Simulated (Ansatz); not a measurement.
## NbTe under changes of volume

One of the cells (21.934 Å³/atom); the others are scaled copies at fixed shape and fractional positions:

```xyz
2
Lattice="3.7030 0.0000 0.0000 -1.8515 3.2069 0.0000 0.0000 0.0000 3.6942" Properties=species:S:1:pos:R:3 pbc="T T T"
Te    1.8515    1.0690    0.0000
Nb    0.0000    0.0000    1.8471
```

The cell comes from a database or a generator and needn't be the stable form of this composition.

| Item | Value |
| --- | --- |
| Program | Ansatz 0.2.0 |
| Functional | PBEsol |
| Potentials or basis | Ansatz PAW |
| Cutoff | 420 eV (not typed: the program's choice for these potentials) |
| k mesh | 8 × 8 × 7 |
| Occupations | fermi-dirac, width 0.05 eV |
| Spin | no spin polarisation |

| volume (Å³/atom) | energy over the lowest point (meV/atom) | pressure (GPa) |
| --- | --- | --- |
| 20.618 | ? | ? |
| 21.057 | 0.00 | -0.2 |
| 21.496 | 4.45 | -2.9 |
| 21.934 | 15.73 | -5.2 |
| 22.373 | 33.11 | -7.3 |
| 22.812 | 55.89 | -9.2 |
| 23.250 | 83.46 | -10.8 |

Q: What does the run at 20.618 Å³/atom give?

A: Energy over the lowest point 3.25 meV/atom; pressure 2.7 GPa.

Worked out: A Birch-Murnaghan fit of order 3 (a polynomial in V^(-2/3)) to the other rows has its minimum at 21.01 Å³/atom, just outside them, with B0 = V·E''(V) = 136 GPa and B' = 4.6 at fixed shape and positions, which overstates the stiffness. It gives 3.22 meV/atom at 20.618 Å³/atom, against the run's 3.25, and -dE/dV = 2.7 GPa, against 2.7.

Energies are extrapolated to zero smearing.

Caveats: the PAW data sets come from PBE, with cores solved anew for the run's functional, which leaves a small shift of forces and pressure.
